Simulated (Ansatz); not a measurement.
Here is an Ansatz input file for CdF₂, SMILES [F][Cd][F]. Write the same calculation for the Python package.

```yaml
crystal:
  periodic: [false, false, false]
  atoms:
    - { symbol: F, position_ang: [1.5308, 0.5618, 0.8902] }
    - { symbol: Cd, position_ang: [-0.2201, 0.5679, -0.0559] }
    - { symbol: F, position_ang: [-1.3216, -1.1944, -0.8475] }
basis:
  gaussian:
    orbitals: x2c-TZVPPall
hamiltonian:
  xc: blyp
  dispersion: d3bj
output:
  orbitals: {}
```

Interactive session:
```pycon
>>> from dataclasses import dataclass
>>> from pathlib import Path
>>> import ansatz as az
>>> @dataclass
... class Settings:
...     basis_set: str = 'x2c-TZVPPall'
...     functional: str = 'BLYP'
...     dispersion: str = 'd3bj'
...
>>> opts = Settings()
>>> geometry_ang = [
...     ('F', (1.5308, 0.5618, 0.8902)),
...     ('Cd', (-0.2201, 0.5679, -0.0559)),
...     ('F', (-1.3216, -1.1944, -0.8475)),
... ]
>>> geometry = az.Crystal.molecule()
>>> for symbol, xyz in geometry_ang:
...     geometry = geometry.atom(symbol, xyz)
...
>>> calc = (
...     geometry.calculation()
...     .basis(gaussian=opts.basis_set)
...     .functional(opts.functional, dispersion=opts.dispersion)
...     .orbitals()
... )
>>> res = calc.run(threads=1, runs_dir='cdf2_runs')
>>> r = res.report
>>> r['published_state_doubts']
[]
>>> print(f'E = {r["free_energy_ev"]:.6f} eV = {r["free_energy_ev"] / 27.211386246:.7f} Ha')
E = -157667.850119 eV = -5794.1866208 Ha
>>> print('converged:', r['converged'], ' doubts:', r['published_state_doubts'] or 'none')
converged: True  doubts: none
>>> field = r['mean_field']
>>> print('<S^2> =', round(abs(field['state']['spin_squared']), 4), ' all-electron relativity setting:', field['relativity'])
<S^2> = 0.0  all-electron relativity setting: scalar
>>> print('passes:', field['passes'])
passes: {'evaluations': 20, 'products': 12}
>>> if 'symmetry' in field:
...     print('occupied orbitals by irrep:', field['symmetry']['occupied'])
...
occupied orbitals by irrep: [{"A'": 24, "A''": 9}, {"A'": 24, "A''": 9}]
>>> lines = Path(r['orbitals_path']).read_text().splitlines()
>>> field_of = lambda key: [line.split('=')[1].strip() for line in lines if line.startswith(key)]
>>> orbitals = [(27.211386 * float(e), s, float(n)) for e, s, n in zip(field_of('Ene='), field_of('Spin='), field_of('Occup='))]
>>> homo = max(e for e, _, n in orbitals if n > 0.5)
>>> lumo = min(e for e, _, n in orbitals if n < 0.5)
>>> print(f'HOMO {homo:.3f} eV, LUMO {lumo:.3f} eV, gap {lumo - homo:.3f} eV')
HOMO -7.539 eV, LUMO -5.214 eV, gap 2.325 eV
```

Notes:
- Total energies depend on the basis set; only differences at equal settings carry meaning.
- The geometry is a force-field or estimated start, not a minimum of this method, and the basis set is short of its limit.
- Levels such as HOMO and LUMO are orbital energies: with these approximate functionals they aren't the ionisation energy and electron affinity, and their gap isn't the fundamental gap.
- The orbitals are restricted, and with so small a gap a broken-symmetry state can lie lower.
- Wall time of the script: 3.6 s on 1 thread of Arm Neoverse V1, with other jobs on the host, peak memory 0.21 GiB.

(Lines on the test bed's own set-up are left out of the output.)
